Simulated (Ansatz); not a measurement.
The system is Ta3AsAu2O13.

```
Ta As Au O
1.0
     6.80067   -1.92163   -0.02621
     6.80067    1.92163   -0.02621
    -1.72225    0.00000   10.37288
Ta As Au O
3 1 2 13
Direct
  0.29832 0.29832 0.63042
  0.35838 0.35838 0.00386
  0.64153 0.64153 0.99841
  0.70210 0.70210 0.36249
  0.60176 0.60176 0.63181
  0.39989 0.39989 0.36577
  0.34257 0.34257 0.80557
  0.41638 0.41638 0.55635
  0.78159 0.78159 0.59389
  0.65958 0.65958 0.20071
  0.59095 0.59095 0.43486
  0.21897 0.21897 0.41156
  0.61546 0.61546 0.82214
  0.14400 0.14400 0.64097
  0.38300 0.38300 0.17947
  0.84498 0.84498 0.35825
  0.50050 0.50050 0.00258
  0.81269 0.81269 0.99232
  0.18737 0.18737 0.00856
```

The cell was built by a generator and needn't be a form met in nature.

```yaml
Program: Ansatz 0.2.0
Task: relaxation of cell and atoms
Functional: PBEsol
Potentials_or_basis: Ansatz PAW
Cutoff: "420 eV (not typed: the program's choice for these potentials)"
k_mesh: 5 × 5 × 2
Occupations: fermi-dirac, width 0.05 eV
Spin: no spin polarisation
```

At the start: volume 14.26 Å³/atom.

Problem. Where does the relaxation end?

Solution. It ends after 13 steps and the volume is 13.77 Å³/atom (-3.4 %); space group Cm (No. 8, to 0.05 Å).

Step by step:
| step | energy change (eV) | largest force (eV/Å) | volume (Å³) |
| --- | --- | --- | --- |
| 1 | 0.0000 | 0.3080 | 270.94 |
| 2 | -0.1750 | 0.2192 | 261.54 |
| 3 | -0.1812 | 0.1273 | 262.39 |
| 4 | -0.1839 | 0.0936 | 262.39 |
| 5 | -0.1866 | 0.0838 | 262.19 |
| 6 | -0.1883 | 0.1320 | 261.98 |
| 7 | -0.1887 | 0.0278 | 262.02 |
| 8 | -0.1888 | 0.0229 | 262.01 |
| 9 | -0.1888 | 0.0035 | 262.02 |
| 10 | -0.1592 | 0.0036 | 262.02 |
| 11 | -0.1615 | 0.0218 | 261.48 |
| 12 | -0.1609 | 0.0054 | 261.65 |
| 13 | -0.1595 | 0.0054 | 261.65 |

Final structure:
```
CELL_PARAMETERS angstrom
6.70953 -1.90609 -0.04312
6.70953 1.90609 -0.04312
-1.72547 0.00000 10.24060
ATOMIC_POSITIONS crystal
Ta 0.29624 0.29624 0.62838
Ta 0.35724 0.35724 0.00445
Ta 0.64233 0.64233 0.00010
As 0.70415 0.70415 0.36582
Au 0.60107 0.60107 0.63167
Au 0.40099 0.40099 0.36754
O 0.34016 0.34016 0.80511
O 0.41700 0.41700 0.55867
O 0.77950 0.77950 0.58490
O 0.66201 0.66201 0.20173
O 0.59035 0.59035 0.43452
O 0.21970 0.21970 0.41155
O 0.61550 0.61550 0.82184
O 0.14219 0.14219 0.63912
O 0.38349 0.38349 0.18139
O 0.84748 0.84748 0.35847
O 0.50022 0.50022 0.00282
O 0.81193 0.81193 0.99270
O 0.18847 0.18847 0.00920
```

Caveat: the plane-wave basis is chosen anew once the cell has moved, so the energies of steps on either side of that aren't comparable; the pressure holds a Pulay correction of +0.7 GPa for the finite cutoff; the PAW data sets come from PBE, with cores solved anew for the run's functional, which leaves a small shift of forces and pressure.
